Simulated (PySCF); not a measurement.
# C5H9BN: the cost of one run

Computed with PySCF 2.14.0 and routines of our own; the level stands in each step. Atoms count from 0.

### 1 The starting structure

16 atoms, charge -1, multiplicity 1; geometry from: GFN2-xTB.

### 2 Magnetic properties: GIAO CAM-B3LYP/aug-pcSseg-1

The job: settings as JSON, then the geometry in Å.

```
{"job": {"kind": "mag", "xc": "CAM-B3LYP", "basis": "aug-pcSseg-1", "isotopologues": 2}, "charge": -1, "multiplicity": 1}
C     -2.024972     0.403635    -0.876134
C     -1.766597    -0.244706     0.454759
C     -0.599260    -0.190737     1.094365
C      0.637834     0.446249     0.623206
B      1.650608    -0.693945    -0.093471
C      2.914614     0.069312    -0.575206
N      3.859207     0.628901    -0.940021
H     -1.992993     1.493939    -0.796234
H     -1.260629     0.105349    -1.592731
H     -3.002398     0.120243    -1.268145
H     -2.598909    -0.793744     0.884252
H     -0.517316    -0.720654     2.040285
H      0.423022     1.240538    -0.094575
H      1.171390     0.890116     1.469177
H      1.986167    -1.538652     0.714093
H      1.112632    -1.206900    -1.055032
```

With the program's defaults for keys left out, this is: GIAO CAM-B3LYP/aug-pcSseg-1 magnetisability, rotational g tensor and spin-rotation constants, non-relativistic, gas phase.

Launch:

```bash
> OMP_NUM_THREADS=1 python excited_run.py task.json out
```

One launch serves the whole session: the jobs run in the order shown.

**Question.** How long does this first job take on 1 thread of Intel Xeon Platinum 8488C, shared host, and how much memory does it need?

About 71 s, with a peak of 1.3 GiB.
